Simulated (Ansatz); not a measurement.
# Hf2Pd2Se2Br2O3 (P-3m1) in Ansatz: a series of runs

Runs on Hf2Pd2Se2Br2O3. Level: PBE. Tasks: single point.

Program: Ansatz 0.2.0. These are calculated values, not measurements. Logs are shortened: lines on timing, memory, paths and dates and some standing lists are left out, and cuts for length are marked.

## (1) The structure

The structure is trigonal, space group P-3m1 (No. 164). The conventional cell has a = 3.726 Å, b = 3.726 Å, c = 17.009 Å, α = 90.00°, β = 90.00°, γ = 120.00°. Around Hf (site symmetry 3m) lie 7 O at 2.15 to 2.43 Å. Pd (site symmetry 3m) is surrounded by 3 Se at 2.51 Å and 3 Br at 2.70 Å. Around Se (site symmetry 3m) lie 3 Pd at 2.51 Å and 1 Hf at 2.73 Å. Around Br (site symmetry 3m) lie 3 Pd at 2.70 Å. O (site symmetry 3m) has 4 Hf at 2.15 to 2.37 Å as nearest neighbours. O (site symmetry -3m) is surrounded by 6 Hf at 2.43 Å and 6 O at 2.48 Å.

The cell was built by a generator and needn't be a form met in nature.

## (2) Single point, PBE

input.yaml reads:

```yaml
crystal:
  lattice:
    - [3.72613, 0.0, 0.0]
    - [-1.86306, 3.22692, 0.0]
    - [0.0, 0.0, 17.00867]
  atoms:
    - { symbol: Hf, position: [0.66667, 0.33333, 0.93385] }
    - { symbol: Hf, position: [0.33333, 0.66667, 0.06615] }
    - { symbol: Pd, position: [0.0, 0.0, 0.30298] }
    - { symbol: Pd, position: [0.0, 0.0, 0.69702] }
    - { symbol: Se, position: [0.33333, 0.66667, 0.22649] }
    - { symbol: Se, position: [0.66667, 0.33333, 0.77351] }
    - { symbol: Br, position: [0.66667, 0.33333, 0.39862] }
    - { symbol: Br, position: [0.33333, 0.66667, 0.60138] }
    - { symbol: O, position: [0.33333, 0.66667, 0.92689] }
    - { symbol: O, position: [0.66667, 0.33333, 0.07311] }
    - { symbol: O, position: [0.0, 0.0, 0.0] }
hamiltonian:
  xc: pbe
  pseudopotentials: { kind: nc, accuracy: standard }
kpoints:
  mp_grid: { grid: [8, 8, 2] }
scf:
  occupations: { method: fermi_dirac, width: 0.05 }
output:
  forces: true
  stress: true
  eigenvalues: true
```

Potentials or basis: PseudoDojo standard (PBE files).

Run with:

```
> ansatz run input.yaml --threads 8 --pin off --max-ram 20480MiB --backend cpu --events-out ev --progress --plain --runs-dir out
```

Standard output:

```text
Warning: the atoms were moved onto the symmetric positions of the space group found under crystal.symmetry.tolerance 1.0e-5 (fractional; no operation is sought that the atoms, as they stand in a round, miss by more than twice it, and no atom is moved by as much as it), and the run uses the moved positions. Before a round's move an operation carried an atom to 3.73e-5 Å from where it should land, the largest such distance. Atom 0 (counting from 0) moved farthest, by 2.15e-5 Å; the longest move in fractions of the cell, of whichever atom, is 0.47 of the tolerance, in 1 round. To run the atoms as typed, lower crystal.symmetry.tolerance until the operations that they miss are no longer found, or set crystal.symmetry.detect: false (a key that needs symmetry detection or time reversal refuses this as the deck is read). The positions used, in the order of the run's atom list: position: [0.6666666666666666, 0.3333333333333333, 0.93385]; position: [0.3333333333333333, 0.6666666666666666, 0.06615]; position: [0.0, 0.0, 0.30298]; position: [0.0, 0.0, 0.69702]; position: [0.3333333333333333, 0.6666666666666666, 0.22649]; position: [0.6666666666666666, 0.3333333333333333, 0.77351]; position: [0.6666666666666666, 0.3333333333333333, 0.39862]; position: [0.3333333333333333, 0.6666666666666666, 0.60138]; position: [0.3333333333333333, 0.6666666666666666, 0.92689]; position: [0.6666666666666666, 0.3333333333333333, 0.07311]; position: [0.0, 0.0, 0.0]; The lattice was moved too: crystal.lattice keeps the space group found at crystal.symmetry.tolerance 1.0e-5 only nearly: the operation that it misses by the most changes a squared length by the fraction 3.29e-6. The run uses the lattice that is a stretch of the typed one, with no rotation, onto the one that keeps every operation to a double's rounding (on a very oblique basis the stretch itself rounds by more); the deck's lattice vector that moved farthest moved by 3.44e-6 Å. To run the lattice as typed, set crystal.symmetry.tolerance under 1.88e-7, the least fraction by which an operation that the lattice misses changes a squared length (the same key also sets how far an atom may lie from its image, so lowering it can lose operations that the atoms keep only within it), or set crystal.symmetry.detect: false, as for the atoms. crystal.lattice made exact, in Å and degrees: [[3.726128130654974, -2.886751346029518e-6, 0.0], [-1.8630615653274871, 3.2269230622787024, 0.0], [0.0, 0.0, 17.00867]]. Pasted over the deck's crystal.lattice, beside positions in fractional coordinates, it runs the same cell (given as lengths and angles, that cell in the form's own orientation, a rigid turn of the misfit's size from the one run here, for which a checkpoint.post_process_only pass over this run's state can be refused: where this run relaxes nothing, give such a pass this deck's own crystal.lattice, as typed; behind a relaxation, as crystal.lattice, the state's own cell, identity.cell in its checkpoint.json), and a matrix so pasted ends this notice, except on a very skew basis of the lattice, where the rounding of the pasted numbers themselves can read as a misfit: the cell is then moved again, and that move is told again. The lattice as run is in this notice's lattice.as_run_ang field (Run.prep()["deck_notices"] in Python, the deck_notice line of an events file, deck_notices of ansatz run --dry-run=json, or deck_notices in record.json in the deck's checkpoint.write directory).
Warning: RAYON_NUM_THREADS=8 ignored (pool sized by the plan → 8); use --threads N
Engine: ansatz 0.2.0, aarch64-unknown-linux-gnu
Pseudopotentials: kind: nc
Pseudopotential: Hf, nc, valence charge 12, recommended cutoff 789.130201 eV (normal), Hf.nc.azcp (PseudoDojo's, or run here from an input of PseudoDojo's; its table is named by hamiltonian.pseudopotentials.accuracy)
Pseudopotential: Pd, nc, valence charge 18, recommended cutoff 1115.666836 eV (normal), Pd.nc.azcp (PseudoDojo's, or run here from an input of PseudoDojo's; its table is named by hamiltonian.pseudopotentials.accuracy)
Pseudopotential: Se, nc, valence charge 16, recommended cutoff 1170.089609 eV (normal), Se.nc.azcp (PseudoDojo's, or run here from an input of PseudoDojo's; its table is named by hamiltonian.pseudopotentials.accuracy)
Pseudopotential: Br, nc, valence charge 7, recommended cutoff 625.861884 eV (normal), Br.nc.azcp (PseudoDojo's, or run here from an input of PseudoDojo's; its table is named by hamiltonian.pseudopotentials.accuracy)
Pseudopotential: O, nc, valence charge 6, recommended cutoff 1142.878222 eV (normal), O.nc.azcp (PseudoDojo's, or run here from an input of PseudoDojo's; its table is named by hamiltonian.pseudopotentials.accuracy)
Functional definition: PBE
  parameter kappa = 0.804
  parameter beta = 0.06672455060314922
  exchange = pbe_x(kappa = kappa, mu = beta*pi^2/3)
  correlation = pbe_c(beta = beta)
Crystal: 11 atoms, lattice volume = 204.511 Å³
Basis set: ecut = 1170.089609 eV, 18587 PW (Γ), exchange–correlation on 90×90×384 points (8 copies of the dense FFT grid, shifted against one another)
Bands: 75, of which v1, the nominal top of the filled ones, is band 62 counted from 1 (61 counted from 0)
Symmetry: 12 space group operations
Space group: P-3m1 (ITA 164), of the structure as read, at distance tolerance 5.9e-5 Å
k-points: 20 of 128
Non-local potential: Hf, projectors of the file, l = 0: 2, l = 1: 2, l = 2: 2, l = 3: 2
Non-local potential: Pd, projectors of the file, l = 0: 2, l = 1: 2, l = 2: 2
Non-local potential: Se, projectors of the file, l = 0: 2, l = 1: 2, l = 2: 2
Non-local potential: Br, projectors of the file, l = 0: 2, l = 1: 2, l = 2: 2
Non-local potential: O, projectors of the file, l = 0: 2, l = 1: 2, l = 2: 1
Initial density: superposition of atomic densities (chi_scale 0.1, normalization cell, long waves of neutral atoms (reshape's long-wave potential 2.10 eV rms, cloud 2.95 Å wide))
Initial wavefunctions: pseudopotential atomic-orbital guess
Functional: x = pbe(κ = 0.804, μ = 0.2195149727645171), c = pbe(β = 0.06672455060314922)
SCF iter   1: F=—  HF=-19262.399352 eV  |F-HF|=—  |Δ(HF+E_count)|=         —  Δρ=1.15e-1  dr2=1.27e2  ethr=3.10e-3  ⟨swp⟩=8.7  Hψ=7007  notcnv=0  defer=4
preconditioner: auto → LDOS  [metal: Δε(μ)=0.038 eV  Ē_g=8.720 eV  σ=0.050 eV  W_gap=0.19  n_scr=66 (ndim 8)  ℏωp=22.0 eV  f_vac=0.069  D(μ)=7.58/eV (n_scr^D=68)  β→1.0]
SCF iter   2: F=—  HF=-19257.927042 eV  |F-HF|=—  |Δ(HF+E_count)|=    4.47e0  Δρ=4.14e-2  dr2=1.38e1  ethr=3.10e-3  ⟨swp⟩=4.6  Hψ=3186  notcnv=0  defer=39
SCF iter   3: F=—  HF=-19257.505289 eV  |F-HF|=—  |Δ(HF+E_count)|=   4.22e-1  Δρ=9.72e-3  dr2=3.52e-1  ethr=3.10e-3  ⟨swp⟩=3.0  Hψ=2155  notcnv=0  defer=60
SCF iter   4: F=—  HF=-19257.472831 eV  |F-HF|=—  |Δ(HF+E_count)|=   3.25e-2  Δρ=6.16e-3  dr2=1.27e-1  ethr=2.84e-4  ⟨swp⟩=3.0  Hψ=2686  notcnv=0  defer=60
SCF iter   5: F=—  HF=-19257.463513 eV  |F-HF|=—  |Δ(HF+E_count)|=   9.32e-3  Δρ=4.20e-3  dr2=4.99e-2  ethr=1.02e-4  ⟨swp⟩=2.5  Hψ=2505  notcnv=0  defer=61
SCF iter   6: F=—  HF=-19257.456461 eV  |F-HF|=—  |Δ(HF+E_count)|=   7.05e-3  Δρ=1.63e-3  dr2=1.00e-2  ethr=4.03e-5  ⟨swp⟩=2.8  Hψ=2676  notcnv=0  defer=61
SCF iter   7: F=—  HF=-19257.455258 eV  |F-HF|=—  |Δ(HF+E_count)|=   1.20e-3  Δρ=6.63e-4  dr2=9.01e-4  ethr=8.08e-6  ⟨swp⟩=2.5  Hψ=2263  notcnv=0  defer=61
SCF iter   8: F=—  HF=-19257.455130 eV  |F-HF|=—  |Δ(HF+E_count)|=   1.27e-4  Δρ=1.99e-4  dr2=1.06e-4  ethr=7.26e-7  ⟨swp⟩=2.9  Hψ=2447  notcnv=0  defer=61
SCF iter   9: F=—  HF=-19257.455100 eV  |F-HF|=—  |Δ(HF+E_count)|=   3.05e-5  Δρ=5.88e-5  dr2=9.06e-6  ethr=8.51e-8  ⟨swp⟩=2.6  Hψ=2549  notcnv=0  defer=61
SCF iter  10: F=—  HF=-19257.455042 eV  |F-HF|=—  |Δ(HF+E_count)|=   5.77e-5  Δρ=1.97e-5  dr2=9.60e-7  ethr=7.31e-9  ⟨swp⟩=2.6  Hψ=2502  notcnv=0  defer=61
SCF iter  11: F=-19257.455042 eV  HF=-19257.455042 eV  |F-HF|=5.17e-8  |Δ(HF+E_count)|=   1.64e-7  Δρ=2.96e-6  dr2=5.72e-8  ethr=8.06e-11  ⟨swp⟩=17.6  Hψ=10732  notcnv=0
SCF 1 converged in 11 iterations: F = -19257.455042 eV  dr2 = 5.72e-8
SCF converged after 11 iterations
Free energy (F): -19257.455042 eV
Harris-Foulkes:  -19257.455042 eV  (|F-HF|=5.17e-8)
Internal energy: -19257.371409 eV  (E = F + TS)
E sigma→0 (E₀):  -19257.413225 eV
Entropy (-TS):   -0.083633 eV (-7.603 meV/atom)
Fermi energy:    10.516123 eV
--- Per-component energies (eV) ---
  E_band       = -1701.707079
  E_kinetic    = 8676.144228
  E_local      = -21974.648784  (includes V_loc(G=0)·N_el)
  E_nonlocal   = -2765.407720
  E_hartree    = 8659.589405
  E_xc         = -3869.920471
  E_vxc        = -2956.960887  (∫ρ·V_xc dr)
  E_ewald      = -7983.128067
  E_smearing   = -0.083633  (= −TS)
  E_closure    = 0.000000  (closes the sum)
  Σ components = -19257.455042   (vs F -19257.455042, Δ=0.00e0)
--- Forces (eV/Å), atoms counted from 1 ---
  atom   1  Hf    -0.00000000     0.00000000     0.09447047
  atom   2  Hf     0.00000000    -0.00000000    -0.09447047
  atom   3  Pd     0.00000000    -0.00000000    -0.01314525
  atom   4  Pd     0.00000000     0.00000000     0.01314525
  atom   5  Se    -0.00000000     0.00000000    -0.00001444
  atom   6  Se     0.00000000    -0.00000000     0.00001444
  atom   7  Br     0.00000000    -0.00000000     0.00416115
  atom   8  Br    -0.00000000     0.00000000    -0.00416115
  atom   9  O     -0.00000000    -0.00000000     0.02127764
  atom  10  O      0.00000000     0.00000000    -0.02127764
  atom  11  O      0.00000000     0.00000000     0.00000000
  max |Σ_I F_I| component: 1.85e-16 eV/Å
--- Stress (GPa, compression-positive) ---
       -0.527584       0.000000       0.000000
        0.000000      -0.527584      -0.000000
        0.000000       0.000000      -0.247681
  P = ⅓ Tr σ = -0.4343 GPa (-4.343 kbar)
--- Band table (eV; the first three rows and the last of 20) ---
  k-point 0: bands = ["-74.1528", "-74.1528", "-53.0092", "-52.9690", "-39.9169", "-39.9169", "-39.8946", "-39.8946", "-39.8946", "-39.8946", "-37.8237", "-37.8237", "-37.8237", "-37.8237", "-37.7568", "-37.7568", "-37.7568", "-37.7568", "-37.7349", "-37.7349", "-21.8282", "-21.6016", "-21.6016", "-21.4814", "-21.4814", "-21.4439", "-10.3107", "-9.4344", "-7.5763", "-4.9926", "-4.8913", "-3.3524", "-3.3465", "2.7628", "2.7628", "3.9203", "3.9203", "4.2890", "4.6433", "5.2585", "5.4515", "5.8786", "5.8786", "5.8840", "5.8840", "6.1187", "7.1398", "7.1398", "7.3687", "7.6914", "7.6914", "7.6916", "7.6916", "8.2525", "8.3057", "8.7281", "8.9885", "8.9885", "9.0597", "9.0597", "10.6686", "10.6686", "11.3307", "11.3307", "11.9583", "11.9583", "13.2219", "13.3941", "14.1052", "14.1052", "14.4358", "14.8056", "15.5917", "15.6024", "16.0600"]
  k-point 1: bands = ["-74.1528", "-74.1528", "-53.0092", "-52.9690", "-39.9169", "-39.9169", "-39.8946", "-39.8946", "-39.8946", "-39.8946", "-37.8237", "-37.8237", "-37.8237", "-37.8237", "-37.7568", "-37.7568", "-37.7568", "-37.7568", "-37.7349", "-37.7349", "-21.8282", "-21.6016", "-21.6016", "-21.4814", "-21.4814", "-21.4439", "-10.3107", "-9.4344", "-7.5763", "-4.9931", "-4.8907", "-3.3640", "-3.3350", "2.7628", "2.7628", "3.9203", "3.9203", "4.2268", "4.7702", "5.2955", "5.3868", "5.8806", "5.8806", "5.8820", "5.8820", "5.9890", "7.1398", "7.1398", "7.6310", "7.6911", "7.6911", "7.6920", "7.6920", "8.0960", "8.3292", "8.6683", "9.0101", "9.0101", "9.0362", "9.0362", "10.6810", "10.6810", "11.3094", "11.3094", "11.9702", "11.9702", "13.3795", "13.5406", "14.1037", "14.1037", "14.1634", "14.4679", "15.5390", "16.0991", "16.1260"]
  k-point 2: bands = ["-74.1527", "-74.1527", "-53.0070", "-52.9696", "-39.9169", "-39.9169", "-39.8956", "-39.8956", "-39.8949", "-39.8949", "-37.8238", "-37.8238", "-37.8237", "-37.8237", "-37.7568", "-37.7568", "-37.7567", "-37.7567", "-37.7348", "-37.7348", "-21.8311", "-21.6602", "-21.6141", "-21.5036", "-21.4820", "-21.4290", "-10.1475", "-9.3551", "-7.7100", "-4.9172", "-4.8198", "-3.2874", "-3.2790", "2.9223", "3.0407", "3.5657", "4.0654", "4.3373", "4.7979", "5.1145", "5.6063", "5.6915", "5.8259", "5.9320", "5.9382", "6.4518", "6.7625", "6.9816", "7.3700", "7.3848", "7.5576", "7.5632", "7.6437", "8.0288", "8.1252", "8.6058", "8.8979", "9.0438", "9.0954", "9.1061", "10.6253", "10.7221", "10.7390", "11.1863", "11.7625", "11.9356", "13.4732", "13.8208", "14.0219", "14.0572", "14.6131", "15.1588", "15.7216", "15.8805", "15.9741"]
  k-point 19: bands = ["-74.1524", "-74.1524", "-52.9860", "-52.9805", "-39.9166", "-39.9166", "-39.9009", "-39.9009", "-39.8987", "-39.8987", "-37.8242", "-37.8242", "-37.8236", "-37.8236", "-37.7573", "-37.7573", "-37.7561", "-37.7561", "-37.7348", "-37.7348", "-21.8986", "-21.8816", "-21.7700", "-21.5376", "-21.4870", "-21.4625", "-8.9211", "-8.8916", "-8.4621", "-4.3874", "-4.3719", "-2.7288", "-2.7260", "2.6662", "2.8309", "4.2949", "4.5178", "4.7042", "5.2766", "5.3280", "5.4381", "5.6317", "5.6352", "5.9744", "6.0723", "6.2209", "6.2782", "6.3653", "6.4000", "6.5617", "6.9683", "7.1323", "7.2623", "7.4895", "8.0740", "8.0801", "8.4553", "8.4681", "8.6586", "8.6919", "9.8487", "10.1609", "10.3763", "10.5681", "10.6268", "12.1857", "12.8411", "13.4562", "13.8723", "14.3540", "14.5037", "14.7170", "15.0615", "15.0890", "16.1193"]
```

Wall time 15 s (8 threads of Arm Neoverse V1, shared host); peak memory 3.2 GiB.

What came out:

- Free energy: -19257.4550 eV
- Pressure: -0.4 GPa
- Largest force: 0.094 eV/Å
- Band gap on the k mesh: none (metal or under the smearing width)

Forces in eV/Å, atoms in the order of the input:
```
Hf   0.000  0.000  0.094
Hf   0.000  0.000 -0.094
Pd   0.000  0.000 -0.013
Pd   0.000  0.000  0.013
Se   0.000  0.000  0.000
Se   0.000  0.000  0.000
Br   0.000  0.000  0.004
Br   0.000  0.000 -0.004
O    0.000  0.000  0.021
O    0.000  0.000 -0.021
O    0.000  0.000  0.000
```

Caveat: this functional lacks dispersion, which binds the layers, so the pressure and a relaxed spacing across them are unreliable. Spin-orbit coupling is left out, which matters for the levels of Hf.

## (3) Single point, PBE

Edit input.yaml of step 2 so:

```diff
@@ -19,3 +19,3 @@
   xc: pbe
-  pseudopotentials: { kind: nc, accuracy: standard }
+  pseudopotentials: { kind: paw, level: accurate }
 kpoints:
```

Potentials or basis: Ansatz PAW earlier set.

Run with:

```
> ansatz run input.yaml --threads 8 --pin off --max-ram 20480MiB --backend cpu --events-out ev --progress --plain --runs-dir out
```

Wall time 19 s (8 threads of Arm Neoverse V1, shared host); peak memory 3.6 GiB.

The run converged. Its results:

```
Free energy            : -70346.3296 eV
Pressure               : 0.0 GPa
Largest force          : 0.048 eV/Å
Band gap on the k mesh : none (metal or under the smearing width)
```

Forces on the atoms (eV/Å):
```
Hf   0.000  0.000  0.048
Hf   0.000  0.000 -0.048
Pd   0.000  0.000 -0.013
Pd   0.000  0.000  0.013
Se   0.000  0.000  0.014
Se   0.000  0.000 -0.014
Br   0.000  0.000  0.002
Br   0.000  0.000 -0.002
O    0.000  0.000 -0.028
O    0.000  0.000  0.028
O    0.000  0.000  0.000
```

Levels at points of the mesh, in eV from the Fermi level:
| k point | band 83 | band 84 | band 85 | band 86 | band 87 | band 88 | band 89 | band 90 |
| --- | --- | --- | --- | --- | --- | --- | --- | --- |
| (0.00, 0.00, 0.00) | -1.46 | -1.46 | 0.15 | 0.15 | 0.81 | 0.81 | 1.44 | 1.44 |
| (0.00, 0.00, -0.50) | -1.48 | -1.48 | 0.16 | 0.16 | 0.79 | 0.79 | 1.46 | 1.46 |
| (0.00, -0.50, 0.00) | -2.05 | -2.03 | -0.05 | 0.11 | 0.20 | 0.48 | 0.89 | 1.42 |
| (0.00, -0.50, -0.50) | -2.04 | -2.03 | 0.02 | 0.04 | 0.25 | 0.41 | 0.88 | 1.44 |

Caveat: this functional lacks dispersion, which binds the layers, so the pressure and a relaxed spacing across them are unreliable. The run has no spin-orbit coupling, so splittings on Hf are missing.
